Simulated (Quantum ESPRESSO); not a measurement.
# Zr (P6_3/mmc) in Quantum ESPRESSO: notebook, part 2 of 2

Quantum ESPRESSO 7.5. Earlier steps stand in the parts before.

## Step 3: Relaxation of cell and atoms, PBEsol, target pressure 2 GPa, at which the enthalpy is minimised

pw.in

```
&CONTROL
  calculation = 'vc-relax'
  prefix = 'pwscf'
  outdir = './tmp'
  pseudo_dir = './pseudo'
  tprnfor = .true.
  tstress = .true.
  disk_io = 'low'
  nstep = 40
  forc_conv_thr = 0.0004
  etot_conv_thr = 1d-05
/
&SYSTEM
  ibrav = 0
  nat = 2
  ntyp = 1
  ecutwfc = 45
  ecutrho = 360
  nbnd = 19
  occupations = 'smearing'
  smearing = 'gaussian'
  degauss = 0.00734986
/
&ELECTRONS
  conv_thr = 4d-10
  electron_maxstep = 120
  mixing_beta = 0.5
/
&IONS
  ion_dynamics = 'bfgs'
/
&CELL
  cell_dynamics = 'bfgs'
  press = 20
  press_conv_thr = 0.3
/
ATOMIC_SPECIES
Zr    91.2240 zr_pbesol_v1.uspp.F.UPF
CELL_PARAMETERS angstrom
   3.2320000000    0.0000000000    0.0000000000
  -1.6160000000    2.7989941050    0.0000000000
   0.0000000000    0.0000000000    5.1470000000
ATOMIC_POSITIONS crystal
Zr     0.3333333333    0.6666666667    0.2500000000
Zr     0.6666666667    0.3333333333    0.7500000000
K_POINTS automatic
21 21 12 0 0 0
```

Potentials or basis: GBRV 1.5 PBEsol.

The run is started by

```sh
$ OMP_NUM_THREADS=1 pw.x -in pw.in > pw.out
```

pw.out:

```text
This program is part of the open-source Quantum ESPRESSO suite
     for quantum simulation of materials; please cite
         "P. Giannozzi et al., J. Phys.:Condens. Matter 21 395502 (2009);
         "P. Giannozzi et al., J. Phys.:Condens. Matter 29 465901 (2017);
         "P. Giannozzi et al., J. Chem. Phys. 152 154105 (2020);
     in publications or presentations arising from this work. More details at

     Message from routine setup:
     using ibrav=0 with symmetry is DISCOURAGED, use correct ibrav instead

     G-vector sticks info
     --------------------
     sticks:   dense  smooth     PW     G-vecs:    dense   smooth      PW
     Sum         925     463    151                36347    12827    2225

     Using Slab Decomposition

     bravais-lattice index     =            0
     lattice parameter (alat)  =       6.1076  a.u.
     unit-cell volume          =     314.2130 (a.u.)^3
     number of atoms/cell      =            2
     number of atomic types    =            1
     number of electrons       =        24.00
     number of Kohn-Sham states=           19
     kinetic-energy cutoff     =      45.0000  Ry
     charge density cutoff     =     360.0000  Ry
[... 980 lines left out ...]

     number of k points=   336  Gaussian smearing, width (Ry)=  0.0073

     Number of k-points >= 100: set verbosity='high' to print them.

     Dense  grid:    34235 G-vectors     FFT dimensions: (  40,  40,  60)

     Smooth grid:    12119 G-vectors     FFT dimensions: (  25,  25,  48)

     Initial potential from superposition of free atoms

     starting charge      23.9961, renormalised to      24.0000

     negative rho (up, down):  1.211E-01 0.000E+00
     Starting wfcs are   26 randomized atomic wfcs

     Self-consistent Calculation

     iteration #  1     ecut=    45.00 Ry     beta= 0.50
     Davidson diagonalization with overlap
     c_bands:  1 eigenvalues not converged
     c_bands:  1 eigenvalues not converged
     c_bands:  1 eigenvalues not converged
     c_bands:  1 eigenvalues not converged
     c_bands:  1 eigenvalues not converged
     c_bands:  1 eigenvalues not converged
     c_bands:  1 eigenvalues not converged
     c_bands:  1 eigenvalues not converged
     ethr =  1.00E-06,  avg # of iterations = 10.6
[... 105 lines left out ...]
     negative rho (up, down):  1.236E-01 0.000E+00
          total   stress  (Ry/bohr**3)                   (kbar)     P=       19.69
   0.00013391  -0.00000000  -0.00000000           19.70       -0.00       -0.00
  -0.00000000   0.00013391   0.00000000           -0.00       19.70        0.00
  -0.00000000   0.00000000   0.00013382           -0.00        0.00       19.69

=------------------------------------------------------------------------------=
   JOB DONE.
=------------------------------------------------------------------------------=
```

Run time: 12 min. Hardware: 1 thread of Intel Xeon Platinum 8375C at 2.90GHz (Ice Lake), shared host; peak memory 0.32 GiB.

What came out:

- Free energy: -2697.4956 eV
- Relaxed volume: 22.03 Å³/atom
- Relaxed cell: a = 3.162 Å, b = 3.162 Å, c = 5.089 Å, α = 90.00°, β = 90.00°, γ = 120.00°
- Space group after relaxing (to 0.05 Å): P6_3/mmc (No. 194)
- Energy change on relaxing (the enthalpy is what falls): -6.3 meV/atom
- Ionic steps: 7
- Pressure after relaxing: 2.0 GPa
- Band gap on the k mesh: none (metal or under the smearing width)

Step by step:
| step | energy change (eV) | largest force (eV/Å) | pressure (GPa) | volume (Å³) |
| --- | --- | --- | --- | --- |
| 1 | 0.0000 | 0.0000 | -3.33 | 46.56 |
| 2 | -0.0164 | 0.0000 | -0.80 | 45.31 |
| 3 | -0.0112 | 0.0000 | 2.20 | 43.99 |
| 4 | -0.0122 | 0.0000 | 2.03 | 44.06 |
| 5 | -0.0129 | 0.0000 | 1.92 | 44.09 |
| 6 | -0.0129 | 0.0000 | 1.92 | 44.08 |
| 7 | -0.0126 | 0.0000 | 1.97 | 44.06 |

Final structure:
```xyz
2
Lattice="3.1619 0.0000 0.0000 -1.5809 2.7383 0.0000 0.0000 0.0000 5.0888" Properties=species:S:1:pos:R:3 pbc="T T T"
Zr    0.0000    1.8255    1.2722
Zr    1.5809    0.9128    3.8166
```

## Step 4: Relaxation of cell and atoms, PBEsol, target pressure 4 GPa, at which the enthalpy is minimised

pw.in, as its differences from that of step 3:

```diff
@@ -33,3 +33,3 @@
   cell_dynamics = 'bfgs'
-  press = 20
+  press = 40
   press_conv_thr = 0.3
```

The run is started by

```sh
$ OMP_NUM_THREADS=1 pw.x -in pw.in > pw.out
```

Wall time 15 min (1 thread of Intel Xeon Platinum 8375C at 2.90GHz (Ice Lake), shared host); peak memory 0.31 GiB.

It converged, with:

| Item | Value |
| --- | --- |
| Free energy | -2697.4804 eV |
| Relaxed volume | 21.62 Å³/atom |
| Relaxed cell | a = 3.140 Å, b = 3.140 Å, c = 5.065 Å, α = 90.00°, β = 90.00°, γ = 120.00° |
| Space group after relaxing (to 0.05 Å) | P6_3/mmc (No. 194) |
| Energy change on relaxing (the enthalpy is what falls) | +1.3 meV/atom |
| Ionic steps | 8 |
| Pressure after relaxing | 4.0 GPa |
| Band gap on the k mesh | none (metal or under the smearing width) |

Step by step:
| step | energy change (eV) | largest force (eV/Å) | pressure (GPa) | volume (Å³) |
| --- | --- | --- | --- | --- |
| 1 | 0.0000 | 0.0000 | -3.33 | 46.56 |
| 2 | -0.0172 | 0.0000 | 0.22 | 44.84 |
| 3 | 0.0061 | 0.0000 | 4.34 | 43.14 |
| 4 | 0.0028 | 0.0000 | 4.02 | 43.25 |
| 5 | 0.0011 | 0.0000 | 3.85 | 43.31 |
| 6 | 0.0013 | 0.0000 | 3.86 | 43.29 |
| 7 | 0.0023 | 0.0000 | 3.96 | 43.25 |
| 8 | 0.0027 | 0.0000 | 4.00 | 43.24 |

Final structure:
```yaml
crystal:
  lattice:
    - [3.13959, 0.00000, 0.00000]
    - [-1.56980, 2.71897, 0.00000]
    - [0.00000, 0.00000, 5.06509]
  atoms:
    - { symbol: Zr, position: [0.33333, 0.66667, 0.25000] }
    - { symbol: Zr, position: [0.66667, 0.33333, 0.75000] }
```

Levels at points of the mesh, in eV from the Fermi level:
| k point | band 9 | band 10 | band 11 | band 12 | band 13 | band 14 | band 15 | band 16 |
| --- | --- | --- | --- | --- | --- | --- | --- | --- |
| (0.00, 0.00, 0.00) | -5.79 | -3.25 | 0.88 | 0.88 | 0.91 | 1.38 | 1.62 | 1.62 |
| (0.00, 0.00, -0.50) | -4.02 | -4.02 | -0.02 | -0.02 | 0.80 | 0.80 | 0.80 | 0.80 |

## Step 5: Summary

```csv
cell,gap on the mesh (eV),pressure (GPa)
relaxed to 0.3 kbar,none,0.0
relaxed to 2 GPa,none,2.0
relaxed to 4 GPa,none,4.0
```

Alike in all rows: task relaxation of cell and atoms; level PBEsol; potentials or basis GBRV 1.5 PBEsol; no spin polarisation; k mesh 21 × 21 × 12; cutoff (eV) 612; smearing gaussian 0.1 eV.

Total energies depend on the potentials used, so only differences within one code and one set of settings carry meaning.
